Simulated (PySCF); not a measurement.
# InF: bond curves at several levels of theory

An exercise on one series of results from a longer session: the logs are not shown, and one member is left open.

The runs use PySCF 2.14.0; In def2-SVP with ECP28, F def2-SVP, scalar-relativistic core potentials.

The first run:

Settings of the job:

```json
{
  "atoms": "In, F",
  "charge": "0",
  "basis": "In def2-SVP with ECP28, F def2-SVP",
  "Hamiltonian": "scalar-relativistic core potentials",
  "basis functions": "40",
  "electrons treated": "30",
  "masses in u": "114.9039, 18.9984",
  "levels": "PBE0, PBE, r²SCAN, PBEsol, r²SCANh, revPBE, HSE06, HF, MP2, SCS-MP2, CCSD, CCSD(T)",
  "grid": "80 radial by 434 angular points",
  "occupations": "held fixed by the projection of orbital angular momentum",
  "dissociation limit": "In + F, each in its ground configuration",
  "starting distance in angstrom": "2.005",
  "values of 2S to try": "0, 2"
}
```

The run is started by

```sh
$ OMP_NUM_THREADS=1 python dia.py task.json out
```

Steps of the session up to this table: Set-up; The PBE0 curve of the state that the search chose; Other states along the same grid; PBE (GGA); r²SCAN (meta-GGA); PBEsol; r²SCANh; revPBE (GGA); HSE06 (range-separated hybrid); RHF; MP2 and coupled cluster.

One table of the session follows, with a row left open; its other results are not shown here.

It belongs to the step «The curves together». Energy (eV) from each level's lowest point:

| R (Å) | RHF | RHF-MP2 | RHF-SCS-MP2 | RHF-CCSD | RHF-CCSD(T) |
| --- | --- | --- | --- | --- | --- |
| 1.723 | 1.090 | 1.150 | 1.163 | n/a | n/a |
| 1.804 | 0.450 | 0.488 | 0.498 | 0.494 | 0.503 |
| 1.884 | 0.119 | 0.139 | 0.145 | 0.143 | 0.148 |
| 1.944 | 0.015 | 0.024 | 0.026 | 0.026 | 0.028 |
| 2.004 | 0.000 | 0.000 | 0.000 | 0.000 | 0.000 |
| 2.064 | ? | ? | ? | ? | ? |
| 2.144 | 0.195 | 0.184 | 0.177 | 0.178 | 0.172 |
| 2.244 | 0.451 | 0.440 | 0.428 | 0.428 | 0.418 |
| 2.365 | 0.817 | 0.814 | 0.796 | 0.794 | 0.780 |
| 2.525 | 1.340 | 1.356 | 1.330 | n/a | n/a |

**Question.** Estimate the row for R (Å) = 2.064.

Worked estimate for «RHF». A straight line through the neighbours (2.004, 0.000) and (2.144, 0.195) gives 0.000 + (0.195 − 0.000) × (2.064 − 2.004) / (2.144 − 2.004) = 0.084; a parabola fitted to 4 rows on both sides gives 0.058.

As computed: RHF: 0.052; RHF-MP2: 0.046; RHF-SCS-MP2: 0.043; RHF-CCSD: 0.043; RHF-CCSD(T): 0.041. In «RHF» the line misses by +0.032 and the parabola by +0.006.
